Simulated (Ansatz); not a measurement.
# C4H10OSi: the cost of one run

Computed with Ansatz 0.2.0, Gaussian basis. Level: the settings change from run to run.

**1. The molecule**

The structure was relaxed beforehand with PBE0-D4 in a triple-zeta def2 set.

16 atoms, charge 0, spin multiplicity 1.

Atoms are counted from 1 here; the program's logs count them from 0.

Bond lengths: C1–C2 1.520 Å, C1–H7 1.092 Å, C1–H8 1.092 Å, C1–H9 1.092 Å, C2–C3 1.518 Å, C2–C4 1.520 Å, C2–O5 1.442 Å, C3–H10 1.092 Å, C3–H11 1.092 Å, C3–H12 1.092 Å, C4–H13 1.092 Å, C4–H14 1.092 Å, C4–H15 1.092 Å, O5–Si6 1.636 Å, Si6–H16 1.552 Å. Angles: C2–C1–H7 110.4°, C2–C1–H8 110.5°, C2–C1–H9 110.3°, H7–C1–H8 108.2°, H7–C1–H9 108.3°, H8–C1–H9 108.9°, C1–C2–C3 110.9°, C1–C2–C4 111.1°, C1–C2–O5 109.0°, C3–C2–C4 110.9°, C3–C2–O5 105.7°, C4–C2–O5 109.0°, C2–C3–H10 110.3°, C2–C3–H11 110.6°, C2–C3–H12 110.3°, H10–C3–H11 108.6°, H10–C3–H12 108.3°, H11–C3–H12 108.6° and more.

**2. PBE0-DH/aug-cc-pVDZ**

Options: density fitting with def2-universal-jkfit.

File in.yaml:

```yaml
crystal:
  periodic: [false, false, false]
  atoms:
    - {symbol: C, position_ang: [-0.129589, -0.979832, 1.018673]}
    - {symbol: C, position_ang: [0.183512, 0.109252, 0.006356]}
    - {symbol: C, position_ang: [1.669865, 0.156607, -0.297276]}
    - {symbol: C, position_ang: [-0.625203, -0.077697, -1.266421]}
    - {symbol: O, position_ang: [-0.137596, 1.391594, 0.582212]}
    - {symbol: Si, position_ang: [-1.504932, 2.085928, 1.152760]}
    - {symbol: H, position_ang: [0.133688, -1.960646, 0.617061]}
    - {symbol: H, position_ang: [-1.194972, -0.984596, 1.259265]}
    - {symbol: H, position_ang: [0.440454, -0.819852, 1.936487]}
    - {symbol: H, position_ang: [1.888599, 0.966635, -0.995573]}
    - {symbol: H, position_ang: [2.002043, -0.784689, -0.740833]}
    - {symbol: H, position_ang: [2.238549, 0.329630, 0.618296]}
    - {symbol: H, position_ang: [-0.407917, 0.724408, -1.975179]}
    - {symbol: H, position_ang: [-0.377386, -1.030502, -1.739023]}
    - {symbol: H, position_ang: [-1.694694, -0.074913, -1.044746]}
    - {symbol: H, position_ang: [-2.507224, 0.926074, 0.912341]}
basis:
  gaussian: {orbitals: aug-cc-pVDZ, fitting: {mean_field: def2-universal-jkfit}}
hamiltonian: {xc: {name: PBE0-DH}}
```

On the command line:

```bash
> ansatz run in.yaml --threads 4 --pin off --events-out ev --progress --plain --max-ram 11315MiB
```

Q: Estimate wall time and peak memory on 4 threads of Arm Neoverse V2, shared host.

About 4.7 s, with a peak of 0.43 GiB.
